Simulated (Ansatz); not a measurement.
# CH5AlCl2O: the cost of one run

Method: RKS PBE0-D4/def2-SVP, in Ansatz 0.2.0.

### 1 The system as given

Bond lengths: Al1–Cl2 2.604 Å, Al1–C3 1.973 Å, Al1–Cl4 2.024 Å, Al1–O6 2.182 Å, C3–H7 1.091 Å, C3–H8 1.092 Å, C3–H9 1.091 Å, O6–H10 0.956 Å. Angles: Cl2–Al1–C3 106.0°, Cl2–Al1–Cl4 107.4°, Cl2–Al1–O6 75.1°, C3–Al1–Cl4 137.8°, C3–Al1–O6 105.7°, Cl4–Al1–O6 107.1°, Al1–C3–H7 107.3°, Al1–C3–H8 112.7°, Al1–C3–H9 114.6°, H7–C3–H8 107.1°, H7–C3–H9 107.8°, H8–C3–H9 107.0°, Al1–O6–H10 125.7°.

Coordinates:

```xyz
10

Al   -0.1689    0.7303    0.0961
Cl    2.1021    0.2490    1.2751
C    -0.0529   -0.1228   -1.6786
Cl   -0.9179    2.4313    0.8969
H     0.6513   -0.6748    1.6180
O    -0.5967   -0.8827    1.5012
H     0.2143   -1.1691   -1.5198
H     0.7256    0.3157   -2.3058
H    -0.9792   -0.0990   -2.2551
H    -0.9776   -0.7779    2.3719
```

### 2 Pulling towards end A

Springs on the bonds that form and break draw the guess towards this end; the thresholds are loose.

Contents of input.yaml:

```yaml
crystal:
  periodic: [false, false, false]
  atoms:
    - { symbol: Al, position_ang: [-0.1689, 0.7303, 0.0961] }
    - { symbol: Cl, position_ang: [2.1021, 0.249, 1.2751] }
    - { symbol: C, position_ang: [-0.0529, -0.1228, -1.6786] }
    - { symbol: Cl, position_ang: [-0.9179, 2.4313, 0.8969] }
    - { symbol: H, position_ang: [0.6513, -0.6748, 1.618] }
    - { symbol: O, position_ang: [-0.5967, -0.8827, 1.5012] }
    - { symbol: H, position_ang: [0.2143, -1.1691, -1.5198] }
    - { symbol: H, position_ang: [0.7256, 0.3157, -2.3058] }
    - { symbol: H, position_ang: [-0.9792, -0.099, -2.2551] }
    - { symbol: H, position_ang: [-0.9776, -0.7779, 2.3719] }
basis:
  gaussian: { orbitals: def2-SVP }
hamiltonian:
  xc: pbe0
  dispersion: d4
relax:
  f_tol: 0.15
  max_steps: 25
  restrain:
    - { distance: [0, 5], at: 3.17, k: 30.0 }
    - { distance: [4, 1], at: 2.63, k: 30.0 }
    - { distance: [0, 1], at: 2.23, k: 30.0 }
    - { distance: [4, 5], at: 0.97, k: 30.0 }
```

Launch:

```
$ ansatz run input.yaml --threads 2 --pin off --max-ram 3072MiB --backend cpu --events-out ev --progress --plain --runs-dir out
```

**Question.** How long does this run take on 2 threads of Arm Neoverse V2, shared host, and how much memory does it need?

About 26 s, with a peak of 0.24 GiB.
